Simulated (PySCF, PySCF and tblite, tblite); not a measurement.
**C₂H₉F₃Si₄: conformers and averaged spectra**

Which conformers does C₂H₉F₃Si₄ (`C[Si]1(C)[Si@H](F)[SiH2][Si]1(F)F`) populate, and what do their averaged NMR parameters look like?

Programs: PySCF 2.14.0 with density-fitted response routines of our own, and tblite 0.8.0. All values are computed, except where a source is named. Atoms count from 0 throughout.

## Step 1: The molecule as given

18 atoms, charge 0, multiplicity 1; geometry from: MMFF94s geometry.

Bonds of the start (Å): C0–H10 1.10, C0–H11 1.09, C0–H9 1.11, C0–Si1 1.82, C2–H12 1.09, C2–H13 1.10, C2–H14 1.10, Si1–C2 1.83, Si1–Si3 2.28, Si1–Si6 2.27, Si3–F4 1.58, Si3–H15 1.49, Si3–Si5 2.29, Si5–H16 1.48, Si5–H17 1.50, Si5–Si6 2.27, Si6–F7 1.59, Si6–F8 1.60.

## Step 2: GFN2-xTB relaxation, conformer 1

Job settings and geometry (Å):

```
{"job": {"xc": "GFN2-xTB", "basis": "xTB", "kind": "relax"}, "charge": 0, "multiplicity": 1}
C     -1.923400    -0.426400    -0.787900
Si    -0.559300     0.325400     0.151700
C     -1.011500     1.714800     1.247600
Si     1.269100     0.764600    -1.132200
F      0.881600     1.013800    -2.644600
Si     2.008800    -1.363300    -0.719400
Si     0.766000    -1.209300     1.171500
F      0.001800    -2.543500     1.587700
F      1.564100    -0.603200     2.419300
H     -2.710900    -0.818200    -0.116300
H     -2.415000     0.313200    -1.439100
H     -1.607900    -1.254000    -1.423200
H     -0.167100     2.131900     1.794600
H     -1.460900     2.537400     0.667600
H     -1.761500     1.422800     1.996100
H      2.130600     1.836700    -0.562600
H      1.498100    -2.354800    -1.698700
H      3.488600    -1.481800    -0.523900
```

Launch:

```bash
$ OMP_NUM_THREADS=1 python ens_run.py task.json out
```

The driver reads the study from task.json and runs its stages one after another.

What it wrote:

```text
step      E/eV     max force
  0    -818.44971    2.497
  1    -818.64755    0.959
  2    -818.72401    0.623
  3    -818.80349    0.835
  4    -818.89195    0.837
  5    -818.98036    0.607
  6    -819.04751    0.498
  7    -819.10098    0.463
  8    -819.13675    0.402
  9    -819.15832    0.318
 10    -819.16915    0.190
 11    -819.17554    0.178
 12    -819.18057    0.227
 13    -819.18430    0.183
 14    -819.18674    0.117
 15    -819.18870    0.098
 16    -819.19123    0.176
 17    -819.19461    0.240
 18    -819.19828    0.202
 19    -819.20126    0.116
 20    -819.20358    0.133
 21    -819.20625    0.162
 22    -819.21012    0.176
 23    -819.21473    0.164
 24    -819.21912    0.169
 25    -819.22322    0.206
 26    -819.22722    0.195
 27    -819.23104    0.181
 28    -819.23436    0.142
 29    -819.23661    0.126
 30    -819.23830    0.158
 31    -819.24031    0.145
 32    -819.24277    0.186
 33    -819.24516    0.154
 34    -819.24689    0.102
 35    -819.24797    0.082
 36    -819.24888    0.088
 37    -819.24997    0.109
 38    -819.25127    0.091
 39    -819.25272    0.094
 40    -819.25433    0.097
 41    -819.25627    0.143
 42    -819.25858    0.174
 43    -819.26084    0.142
 44    -819.26247    0.096
 45    -819.26353    0.064
 46    -819.26445    0.110
 47    -819.26570    0.163
 48    -819.26746    0.188
 49    -819.26939    0.148
 50    -819.27105    0.105
 51    -819.27238    0.118
 52    -819.27369    0.132
 53    -819.27509    0.108
 54    -819.27761    0.113
 55    -819.27894    0.109
 56    -819.28119    0.106
 57    -819.28341    0.129
 58    -819.28574    0.158
 59    -819.28748    0.134
 60    -819.28883    0.095
 61    -819.29002    0.098
 62    -819.29149    0.123
 63    -819.29350    0.223
 64    -819.29645    0.223
 65    -819.30066    0.171
 66    -819.30330    0.091
 67    -819.30435    0.104
 68    -819.30563    0.071
 69    -819.30640    0.073
 70    -819.30756    0.069
 71    -819.30870    0.072
 72    -819.31011    0.090
 73    -819.31107    0.071
 74    -819.31160    0.048
 75    -819.31187    0.046
 76    -819.31219    0.043
 77    -819.31269    0.061
 78    -819.31334    0.075
 79    -819.31405    0.068
 80    -819.31481    0.070
 81    -819.31564    0.057
 82    -819.31653    0.078
 83    -819.31729    0.094
 84    -819.31786    0.054
 85    -819.31822    0.052
 86    -819.31855    0.055
 87    -819.31893    0.056
 88    -819.31939    0.069
 89    -819.31995    0.062
 90    -819.32056    0.044
 91    -819.32109    0.054
 92    -819.32149    0.049
 93    -819.32182    0.052
 94    -819.32219    0.038
 95    -819.32219    0.038
 96    -819.32233    0.035
 97    -819.32267    0.043
 98    -819.32284    0.040
 99    -819.32310    0.039
100    -819.32330    0.041
101    -819.32355    0.037
102    -819.32379    0.037
103    -819.32402    0.031
104    -819.32420    0.028
105    -819.32434    0.029
106    -819.32449    0.033
107    -819.32468    0.038
108    -819.32490    0.046
109    -819.32510    0.042
110    -819.32526    0.028
111    -819.32539    0.040
112    -819.32549    0.038
113    -819.32557    0.021
114    -819.32562    0.017
115    -819.32568    0.025
116    -819.32577    0.041
117    -819.32588    0.044
118    -819.32599    0.027
119    -819.32606    0.017
120    -819.32610    0.016
121    -819.32613    0.022
122    -819.32619    0.021
123    -819.32625    0.019
124    -819.32631    0.021
125    -819.32638    0.033
126    -819.32646    0.038
127    -819.32654    0.031
128    -819.32659    0.018
129    -819.32662    0.011
130    -819.32664    0.013
131    -819.32668    0.020
132    -819.32674    0.026
133    -819.32680    0.026
134    -819.32684    0.016
135    -819.32686    0.015
136    -819.32688    0.014
137    -819.32692    0.019
138    -819.32696    0.020
139    -819.32699    0.015
140    -819.32701    0.013
141    -819.32702    0.014
142    -819.32705    0.022
143    -819.32708    0.023
144    -819.32711    0.013
145    -819.32713    0.009
146    -819.32714    0.010
147    -819.32716    0.017
148    -819.32718    0.019
149    -819.32720    0.015
150    -819.32722    0.012
151    -819.32723    0.011
152    -819.32725    0.013
153    -819.32726    0.010
154    -819.32727    0.008
155    -819.32728    0.011
156    -819.32729    0.013
157    -819.32731    0.016
158    -819.32733    0.012
159    -819.32734    0.006
160    -819.32735    0.008
161    -819.32736    0.010
162    -819.32737    0.012
163    -819.32739    0.009
164    -819.32740    0.007
165    -819.32741    0.007
166    -819.32742    0.011
167    -819.32743    0.011
168    -819.32745    0.009
169    -819.32746    0.006
170    -819.32746    0.007
171    -819.32747    0.007
172    -819.32748    0.009
173    -819.32749    0.009
174    -819.32750    0.005
175    -819.32751    0.005
176    -819.32751    0.006
177    -819.32752    0.012
178    -819.32753    0.018
179    -819.32755    0.020
180    -819.32757    0.014
181    -819.32759    0.010
182    -819.32760    0.008
183    -819.32761    0.012
184    -819.32763    0.014
185    -819.32764    0.010
186    -819.32766    0.011
187    -819.32767    0.009
188    -819.32769    0.013
189    -819.32771    0.012
190    -819.32772    0.008
191    -819.32772    0.006
192    -819.32773    0.005
193    -819.32773    0.009
194    -819.32774    0.012
195    -819.32776    0.011
196    -819.32776    0.006
197    -819.32777    0.004
198    -819.32777    0.004
```

Wall time 2 s (1 thread of Arm Neoverse V2, shared host).

Gain 0.878 eV; displacement 0.73 Å root mean square.

## Step 3: Shieldings, conformer 1: B3LYP/6-31G*

Job settings and geometry (Å):

```
{"job": {"xc": "B3LYP", "basis": "6-31G*", "kind": "nmr", "pop": true}, "charge": 0, "multiplicity": 1}
C     -2.291437    -0.138305    -0.664623
Si    -0.597198     0.301708     0.101728
C     -0.865178     1.749397     1.318923
Si     1.227280     0.622333    -1.412634
F      0.755195     0.171758    -2.911007
Si     2.465628    -1.132206    -0.425243
Si     0.643655    -1.505426     0.999850
F     -0.031898    -2.972631     0.937090
F      0.938369    -1.510692     2.590544
H     -3.003459    -0.479452     0.083342
H     -2.732470     0.714964    -1.173580
H     -2.181293    -0.932481    -1.397571
H      0.068624     2.027918     1.798741
H     -1.252110     2.632394     0.818088
H     -1.567192     1.486086     2.105167
H      1.814549     1.919854    -1.752398
H      2.899644    -2.249247    -1.273960
H      3.700531    -0.699655     0.245886
```

What it wrote:

```text
coarse grid: 17512 points
cycle   1  E = -1539.1656611034  dE =  6.551e-01  |g| = 1.086e+00  |ddm| = 3.906e+00
cycle   2  E = -1538.7071716955  dE =  4.585e-01  |g| = 1.938e+00  |ddm| = 3.374e+00
cycle   3  E = -1539.3852939090  dE = -6.781e-01  |g| = 1.287e-01  |ddm| = 2.373e+00
cycle   4  E = -1539.3886445091  dE = -3.351e-03  |g| = 6.022e-02  |ddm| = 1.996e-01
cycle   5  E = -1539.3895107780  dE = -8.663e-04  |g| = 1.173e-02  |ddm| = 7.198e-02
cycle   6  E = -1539.3895574815  dE = -4.670e-05  |g| = 2.526e-03  |ddm| = 2.106e-02
cycle   7  E = -1539.3895587680  dE = -1.287e-06  |g| = 9.764e-04  |ddm| = 3.902e-03
final grid: 153280 points
cycle   8  E = -1539.3070257887  dE = -1.218e-05  |g| = 6.670e-03  |ddm| = 2.110e-02
cycle   9  E = -1539.3070164237  dE =  9.365e-06  |g| = 9.376e-03  |ddm| = 1.596e-02
cycle  10  E = -1539.3070366469  dE = -2.022e-05  |g| = 6.637e-04  |ddm| = 9.974e-03
cycle  11  E = -1539.3070367269  dE = -7.999e-08  |g| = 1.203e-04  |ddm| = 8.237e-04
cycle  12  E = -1539.3070367294  dE = -2.504e-09  |g| = 5.372e-05  |ddm| = 2.148e-04
cycle  13  E = -1539.3070367304  dE = -9.277e-10  |g| = 8.509e-06  |ddm| = 8.493e-05
converged SCF energy = -1539.3070367304

GIAO shielding tensors (ppm)
atom      isotropic    diamagn.    paramagn.     s11        s22        s33       span
  0 C      194.762     249.438     -54.677    190.457    195.705    198.122      7.665
  1 Si     386.580     882.592    -496.012    323.103    397.396    439.242    116.140
  2 C      196.979     249.767     -52.788    194.550    195.411    200.977      6.426
  3 Si     355.650     880.355    -524.705    233.479    338.264    495.207    261.728
  4 F      459.308     466.574      -7.266    397.194    473.206    507.525    110.331
  5 Si     471.067     884.471    -413.404    419.597    464.502    529.103    109.506
  6 Si     337.931     876.351    -538.420    242.365    358.213    413.215    170.850
  7 F      333.117     467.233    -134.115    235.249    332.929    431.174    195.925
  8 F      324.024     467.583    -143.560    235.603    330.624    405.844    170.242
  9 H       32.107      30.495       1.612     27.891     29.514     38.916     11.025
 10 H       32.134      30.408       1.725     27.833     29.558     39.010     11.177
 11 H       31.750      31.186       0.563     27.139     30.373     37.736     10.597
 12 H       32.382      31.468       0.915     27.810     30.827     38.510     10.700
 13 H       32.314      30.600       1.714     27.964     29.740     39.239     11.274
 14 H       32.273      30.606       1.666     27.905     29.764     39.149     11.244
 15 H       25.858      29.695      -3.838     22.525     25.089     29.959      7.434
 16 H       28.256      30.382      -2.126     25.089     25.882     33.796      8.708
 17 H       28.712      30.734      -2.021     25.614     26.625     33.898      8.284
```

It took 32 s on 1 thread of Arm Neoverse V2, shared host; peak memory 0.84 GiB.

Key values: HOMO -6.78 eV, LUMO -2.18 eV; dipole 2.60 D.

## Step 4: Averages: properties at B3LYP/6-31G*

Job settings and geometry (Å):

```
{"job": {"study": "conf", "smiles": "C[Si]1(C)[Si@H](F)[SiH2][Si]1(F)F", "search": {"seed": 4954, "n_embed": 45, "ff_keep": 10, "window": 1.0, "nmax": 10, "temps": [100, 150, 180, 298.15, 450], "t_ref": 298.15, "order": 0.001, "w0": 200.0}, "level": {"nmr": {"xc": "B3LYP", "basis": "6-31G*"}}, "kind": "conf"}, "charge": 0, "multiplicity": 1}
C     -2.291437    -0.138305    -0.664623
Si    -0.597198     0.301708     0.101728
C     -0.865178     1.749397     1.318923
Si     1.227280     0.622333    -1.412634
F      0.755195     0.171758    -2.911007
Si     2.465628    -1.132206    -0.425243
Si     0.643655    -1.505426     0.999850
F     -0.031898    -2.972631     0.937090
F      0.938369    -1.510692     2.590544
H     -3.003459    -0.479452     0.083342
H     -2.732470     0.714964    -1.173580
H     -2.181293    -0.932481    -1.397571
H      0.068624     2.027918     1.798741
H     -1.252110     2.632394     0.818088
H     -1.567192     1.486086     2.105167
H      1.814549     1.919854    -1.752398
H      2.899644    -2.249247    -1.273960
H      3.700531    -0.699655     0.245886
```

What it wrote:

```text
conformer  sym    E(xTB)   E(DFT)   G(298.15 K)  weight  dipole/D
    1     C1      0.000    0.000    0.000   1.0000    2.596

mean shielding (ppm) by class
class atoms           100 K      150 K      180 K   298.15 K      450 K
  0 C  0            194.762    194.762    194.762    194.762    194.762
  1 Si 1             386.58     386.58     386.58     386.58     386.58
  2 C  2            196.979    196.979    196.979    196.979    196.979
  3 Si 3             355.65     355.65     355.65     355.65     355.65
  4 F  4            459.308    459.308    459.308    459.308    459.308
  5 Si 5            471.067    471.067    471.067    471.067    471.067
  6 Si 6            337.931    337.931    337.931    337.931    337.931
  7 F  7            333.117    333.117    333.117    333.117    333.117
  8 F  8            324.024    324.024    324.024    324.024    324.024
  9 H  9,10,11       31.997     31.997     31.997     31.997     31.997
 10 H  12,13,14      32.323     32.323     32.323     32.323     32.323
 11 H  15            25.858     25.858     25.858     25.858     25.858
 12 H  16            28.256     28.256     28.256     28.256     28.256
 13 H  17            28.712     28.712     28.712     28.712     28.712
```

Run time: 37 s. Hardware: 1 thread of Arm Neoverse V2, shared host. This counts the runs that the step sums up.

The search (ETKDG and KDG, MMFF94s, GFN2-xTB) embedded 45 structures, kept 2 distinct ones after the force field and 1 after xTB; 1 was carried on (window 1.0 kcal/mol at the search's own energies). Energies: B3LYP/6-31G* with D3(BJ).

The conformers at 298 K:

```csv
no.,group,mirror pair,ΔE xTB,ΔE DFT,ΔG,weight (%),μ (D),"A, B, C (GHz)"
1,C1,no,0.00,0.00,0.00,100.0,2.60,"0.90, 0.71, 0.54"
```

Energies in kcal/mol. ΔG holds xTB vibrations and rotation, symmetry numbers and mirror pairs.

Shifts against references run at the same level ($^{29}$Si TMS 412.6, $^{19}$F CFCl3 187.9, $^{1}$H TMS 32.51, $^{13}$C TMS 191.9 ppm of shielding), by class of atoms, at 298 K:

```csv
atoms,environment,average
C0,methyl carbon bonded to Si,-2.9
C2,methyl carbon bonded to Si,-5.1
H15,"hydrogen on a silicon bonded to F, 2 Si, in a 4-membered ring",6.65
H16,"hydrogen on a silicon bonded to 2 Si, in a 4-membered ring",4.25
H17,"hydrogen on a silicon bonded to 2 Si, in a 4-membered ring",3.79
"H9, H10, H11",hydrogen on a methyl carbon bonded to Si,0.51
"H12, H13, H14",hydrogen on a methyl carbon bonded to Si,0.18
Si6,"silicon bonded to 2 F, 2 Si, in a 4-membered ring",74.7
Si3,"silicon bonded to F, 2 Si, H, in a 4-membered ring",57.0
Si1,"silicon bonded to 2 C, 2 Si, in a 4-membered ring",26.1
Si5,"silicon bonded to 2 Si, 2 H, in a 4-membered ring",-58.4
F8,fluorine bonded to Si,-136.1
F7,fluorine bonded to Si,-145.2
F4,fluorine bonded to Si,-271.4
```

Effective distances for nuclear Overhauser effects, ⟨r⁻⁶⟩^(−1/6) over all pairs of two classes (Å): H16···H17 2.31; H9···H12 3.67; H15···H17 3.80.

## Step 5: Shieldings, conformer 1: PBE/6-31G*

Job settings and geometry (Å):

```
{"job": {"xc": "PBE", "basis": "6-31G*", "kind": "nmr", "pop": false}, "charge": 0, "multiplicity": 1}
C     -2.318209    -0.125093    -0.653997
Si    -0.596574     0.279710     0.105700
C     -0.871003     1.757445     1.311946
Si     1.205245     0.552783    -1.469801
F      0.789628     0.212978    -2.986337
Si     2.495357    -1.148068    -0.426863
Si     0.652727    -1.567587     1.038065
F     -0.031089    -3.010015     0.869046
F      0.986632    -1.486991     2.607216
H     -3.061950    -0.402807     0.103202
H     -2.747854     0.720692    -1.205197
H     -2.284261    -0.959888    -1.363433
H      0.050542     2.081443     1.809132
H     -1.273806     2.647352     0.812713
H     -1.577537     1.516153     2.115847
H      1.814875     1.877130    -1.645609
H      3.023635    -2.234691    -1.264809
H      3.734884    -0.704227     0.231522
```

What it wrote:

```text
coarse grid: 17512 points
cycle   1  E = -1538.0785370190  dE =  5.915e-01  |g| = 1.120e+00  |ddm| = 3.975e+00
cycle   2  E = -1537.0889226246  dE =  9.896e-01  |g| = 2.539e+00  |ddm| = 4.221e+00
cycle   3  E = -1538.3090521404  dE = -1.220e+00  |g| = 2.414e-01  |ddm| = 3.319e+00
cycle   4  E = -1538.3227313669  dE = -1.368e-02  |g| = 1.067e-01  |ddm| = 4.107e-01
cycle   5  E = -1538.3251100736  dE = -2.379e-03  |g| = 3.211e-02  |ddm| = 1.478e-01
cycle   6  E = -1538.3254832482  dE = -3.732e-04  |g| = 7.901e-03  |ddm| = 6.264e-02
cycle   7  E = -1538.3254986070  dE = -1.536e-05  |g| = 2.420e-03  |ddm| = 1.182e-02
cycle   8  E = -1538.3254996814  dE = -1.074e-06  |g| = 7.902e-04  |ddm| = 3.515e-03
final grid: 153280 points
cycle   9  E = -1538.2345809244  dE = -1.213e-05  |g| = 1.191e-02  |ddm| = 2.732e-02
cycle  10  E = -1538.2345056069  dE =  7.532e-05  |g| = 2.109e-02  |ddm| = 3.383e-02
cycle  11  E = -1538.2346158426  dE = -1.102e-04  |g| = 1.719e-03  |ddm| = 2.445e-02
cycle  12  E = -1538.2346165054  dE = -6.628e-07  |g| = 2.851e-04  |ddm| = 2.541e-03
cycle  13  E = -1538.2346165250  dE = -1.959e-08  |g| = 1.215e-04  |ddm| = 5.773e-04
cycle  14  E = -1538.2346165293  dE = -4.292e-09  |g| = 1.657e-05  |ddm| = 1.859e-04
cycle  15  E = -1538.2346165294  dE = -9.641e-11  |g| = 6.267e-06  |ddm| = 3.155e-05
converged SCF energy = -1538.2346165294

GIAO shielding tensors (ppm)
atom      isotropic    diamagn.    paramagn.     s11        s22        s33       span
  0 C      191.804     248.167     -56.363    186.289    193.765    195.357      9.067
  1 Si     369.648     882.371    -512.724    295.481    383.879    429.583    134.102
  2 C      193.931     248.651     -54.720    189.798    195.513    196.481      6.683
  3 Si     351.345     879.960    -528.615    224.644    323.463    505.929    281.285
  4 F      445.253     464.467     -19.214    371.583    468.114    496.063    124.480
  5 Si     461.109     884.564    -423.455    399.939    449.238    534.150    134.211
  6 Si     336.594     877.174    -540.580    264.198    350.903    394.680    130.482
  7 F      316.278     466.232    -149.954    217.808    313.501    417.526    199.718
  8 F      301.611     466.565    -164.954    214.792    310.444    379.598    164.805
  9 H       31.652      29.832       1.820     27.540     28.996     38.420     10.880
 10 H       31.630      29.776       1.854     27.390     29.056     38.445     11.055
 11 H       31.220      30.402       0.818     26.725     29.736     37.200     10.475
 12 H       31.792      30.753       1.040     27.271     30.109     37.998     10.727
 13 H       31.768      29.966       1.801     27.481     29.146     38.675     11.194
 14 H       31.752      29.987       1.765     27.491     29.237     38.527     11.036
 15 H       25.354      29.618      -4.264     22.135     24.665     29.263      7.128
 16 H       27.725      29.967      -2.242     24.398     25.419     33.358      8.960
 17 H       28.192      30.493      -2.301     25.123     26.108     33.345      8.222
```

Wall time 42 s (1 thread of Arm Neoverse V2, shared host); peak memory 0.74 GiB.

This run: HOMO -5.84 eV, LUMO -2.62 eV; dipole 2.26 D.

## Step 6: The ensemble: properties at PBE/6-31G*

Job settings and geometry (Å):

```
{"job": {"study": "conf", "smiles": "C[Si]1(C)[Si@H](F)[SiH2][Si]1(F)F", "search": {"seed": 4954, "n_embed": 45, "ff_keep": 10, "window": 1.0, "nmax": 10, "temps": [100, 150, 180, 298.15, 450], "t_ref": 298.15, "order": 0.001, "w0": 200.0}, "level": {"nmr": {"xc": "PBE", "basis": "6-31G*"}, "alter": {"geometry": "GFN1-xTB"}, "change": "PBE/6-31G*; GFN1-xTB geometries", "top": 4}, "kind": "conf"}, "charge": 0, "multiplicity": 1}
C     -2.318209    -0.125093    -0.653997
Si    -0.596574     0.279710     0.105700
C     -0.871003     1.757445     1.311946
Si     1.205245     0.552783    -1.469801
F      0.789628     0.212978    -2.986337
Si     2.495357    -1.148068    -0.426863
Si     0.652727    -1.567587     1.038065
F     -0.031089    -3.010015     0.869046
F      0.986632    -1.486991     2.607216
H     -3.061950    -0.402807     0.103202
H     -2.747854     0.720692    -1.205197
H     -2.284261    -0.959888    -1.363433
H      0.050542     2.081443     1.809132
H     -1.273806     2.647352     0.812713
H     -1.577537     1.516153     2.115847
H      1.814875     1.877130    -1.645609
H      3.023635    -2.234691    -1.264809
H      3.734884    -0.704227     0.231522
```

What it wrote:

```text
conformer  sym    E(xTB)   E(DFT)   G(298.15 K)  weight  dipole/D
    1     C1      0.000    0.000    0.000   1.0000    2.259

mean shielding (ppm) by class
class atoms           100 K      150 K      180 K   298.15 K      450 K
  0 C  0            191.804    191.804    191.804    191.804    191.804
  1 Si 1            369.647    369.647    369.647    369.647    369.647
  2 C  2             193.93     193.93     193.93     193.93     193.93
  3 Si 3            351.345    351.345    351.345    351.345    351.345
  4 F  4            445.253    445.253    445.253    445.253    445.253
  5 Si 5            461.109    461.109    461.109    461.109    461.109
  6 Si 6            336.594    336.594    336.594    336.594    336.594
  7 F  7            316.278    316.278    316.278    316.278    316.278
  8 F  8            301.611    301.611    301.611    301.611    301.611
  9 H  9,10,11       31.501     31.501     31.501     31.501     31.501
 10 H  12,13,14      31.771     31.771     31.771     31.771     31.771
 11 H  15            25.354     25.354     25.354     25.354     25.354
 12 H  16            27.725     27.725     27.725     27.725     27.725
 13 H  17            28.192     28.192     28.192     28.192     28.192
```

Wall time 42 s (1 thread of Arm Neoverse V2, shared host). This counts the runs that the step sums up.

Against the first level, at 298 K (shieldings, ppm; largest changes first):

```csv
atoms,B3LYP/6-31G*,PBE/6-31G*,change
F8,324.0,301.6,-22.4
Si1,386.6,369.6,-16.9
F7,333.1,316.3,-16.8
F4,459.3,445.3,-14.1
Si5,471.1,461.1,-10.0
Si3,355.6,351.3,-4.3
C2,197.0,193.9,-3.0
C0,194.8,191.8,-3.0
Si6,337.9,336.6,-1.3
"H12, H13, H14",32.32,31.77,-0.55
```

Weights: from B3LYP/6-31G* energies 1: 100 %; from PBE/6-31G* energies 1: 100 % (with a dispersion term where the level has one and the same thermal terms, so they don't follow from the SCF energies alone). Times: 37 s and 42 s.

## Step 7: What came out

| quantity | value |
| --- | --- |
| conformers | 1; the first in weight is no. 1 (C1), 100 % at 298 K |
| root-mean-square dipole | 2.60 D |
| averaged $^{13}$C shifts (B3LYP/6-31G*) | -2.9, -5.1 ppm |
| averaged $^{1}$H shifts (B3LYP/6-31G*) | 6.65, 4.25, 3.79, 0.51, 0.18 ppm |
| averaged $^{19}$F shifts (B3LYP/6-31G*) | -136.1, -145.2, -271.4 ppm |

The search found one conformer in the window, so the averages are its own values. Going from B3LYP/6-31G* to PBE/6-31G* moves F8 most, by 22.4 ppm of raw shielding (the geometries differ too).
